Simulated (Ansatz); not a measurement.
**TiSi3O8: the band gap up the ladder of functionals**

An exercise on one series of results from a longer session: the logs are not shown, and one member is left open.

Code: Ansatz 0.2.0. PAW datasets, plane waves. Values at 0 K without nuclear motion; spin polarisation is off, and the phase may be a hypothetical one.

## The cell

The cell was relaxed beforehand with r2SCAN.

Space group Pmm2 (No. 25), orthorhombic; conventional cell a = 2.886 Å, b = 6.262 Å, c = 6.870 Å, 10.35 Å³ an atom. Near Si stand 4 O at 1.62–1.79 Å; near Si stand 4 O at 1.63–1.66 Å; near O stand 1 Si at 1.63 Å and 1 Ti at 1.88 Å; near O stand 2 Si at 1.64 Å; near O stand 2 Si at 1.66 Å.

As a file:

```cif
data_structure
_symmetry_space_group_name_H-M 'P 1'
_symmetry_Int_Tables_number 1
_cell_length_a 2.8859
_cell_length_b 6.2621
_cell_length_c 6.8697
_cell_angle_alpha 90.000
_cell_angle_beta 90.000
_cell_angle_gamma 90.000
_cell_volume 124.15
loop_
_atom_site_label
_atom_site_type_symbol
_atom_site_fract_x
_atom_site_fract_y
_atom_site_fract_z
_atom_site_occupancy
Si1 Si 0.00000 0.74832 0.96130 1
Si2 Si 0.50000 0.00000 0.51444 1
O1 O 0.50000 0.78722 0.64991 1
O2 O 0.50000 0.71878 0.07202 1
O3 O 0.00000 0.00000 0.39527 1
O4 O 0.00000 0.00000 0.90538 1
Si3 Si 0.00000 0.25168 0.96130 1
Ti1 Ti 0.50000 0.50000 0.57113 1
O5 O 0.50000 0.21278 0.64991 1
O6 O 0.50000 0.28122 0.07202 1
O7 O 0.00000 0.50000 0.41549 1
O8 O 0.00000 0.50000 0.83185 1
```

The first run:

input.yaml reads:

```yaml
crystal:
  lattice:
    - [2.8858798741, 0.0, 0.0]
    - [0.0, 6.2620506773, 0.0]
    - [0.0, 0.0, 6.869732013]
  atoms:
    - { symbol: Si, position: [0.0, 0.7483158505, -0.0387039207] }
    - { symbol: Si, position: [0.5, 0.0, 0.5144392465] }
    - { symbol: O, position: [0.5, 0.7872157712, 0.6499090563] }
    - { symbol: O, position: [0.5, 0.7187825395, 0.0720229969] }
    - { symbol: O, position: [0.0, 0.0, 0.3952656189] }
    - { symbol: O, position: [0.0, 0.0, 0.9053806717] }
    - { symbol: Si, position: [0.0, 0.2516841495, -0.0387039207] }
    - { symbol: Ti, position: [0.5, 0.5, 0.5711259283] }
    - { symbol: O, position: [0.5, 0.2127842288, 0.6499090563] }
    - { symbol: O, position: [0.5, 0.2812174605, 0.0720229969] }
    - { symbol: O, position: [0.0, 0.5, 0.4154871816] }
    - { symbol: O, position: [0.0, 0.5, 0.831845088] }
kpoints:
  mp_grid: { grid: [8, 4, 4] }
  band_path:
    path:
      - [[0.0, 0.0, 0.0], [0.5, 2.450362530014e-33, -3.728727750845e-17], [0.5, 0.5, -3.728727750845e-17], [-5.033099038661e-50, 0.5, 1.203125216659e-33], [0.0, 0.0, 0.0], [4.31177498733e-34, -1.271409544909e-49, 0.5], [0.5, 2.450362530014e-33, 0.5], [0.5, 0.5, 0.5], [4.31177498733e-34, 0.5, 0.5], [4.31177498733e-34, -1.271409544909e-49, 0.5]]
      - [[0.5, 2.450362530014e-33, -3.728727750845e-17], [0.5, 2.450362530014e-33, 0.5]]
      - [[-5.033099038661e-50, 0.5, 1.203125216659e-33], [4.31177498733e-34, 0.5, 0.5]]
      - [[0.5, 0.5, -3.728727750845e-17], [0.5, 0.5, 0.5]]
    npoints: 10
hamiltonian:
  xc: pbe
scf:
  occupations: { method: fermi_dirac, width: 0.02 }
  n_extra_bands: 7
output:
  forces: true
  stress: true
  eigenvalues: true
  write_density: true
  write_potential: true
  elf: true
  volumetric_format: npy
```

Among the steps run: PBE bands along the symmetry lines; r2SCAN; HSE06; Single point with PBE0.

One table of the session follows, with a row left open; its other results are not shown here.

| level | gap (eV) |
| --- | --- |
| PBE | 3.31 |
| r2SCAN | 3.74 |
| HSE06 | ? |
| PBE0 | 5.87 |

Estimate the missing values for HSE06.

As computed: gap (eV): 5.10. In the column «gap (eV)» it lies between r2SCAN (3.74) and PBE0 (5.87).

Meshes: PBE 8×4×4, r2SCAN 8×4×4, HSE06 6×2×2, PBE0 6×2×2

What this shows: PBE gives the least gap, 3.31 eV, and PBE0 the largest, 5.87 eV. Against HSE06, PBE is short by 1.79 eV, at 65 % of it, and r2SCAN 73 %. PBE0 lies 0.77 eV above HSE06, which differs from it by screening the long-range exchange.

Limits of these values: Warnings in the runs' records: stress exchange threshold loose, stress scf threshold loose.
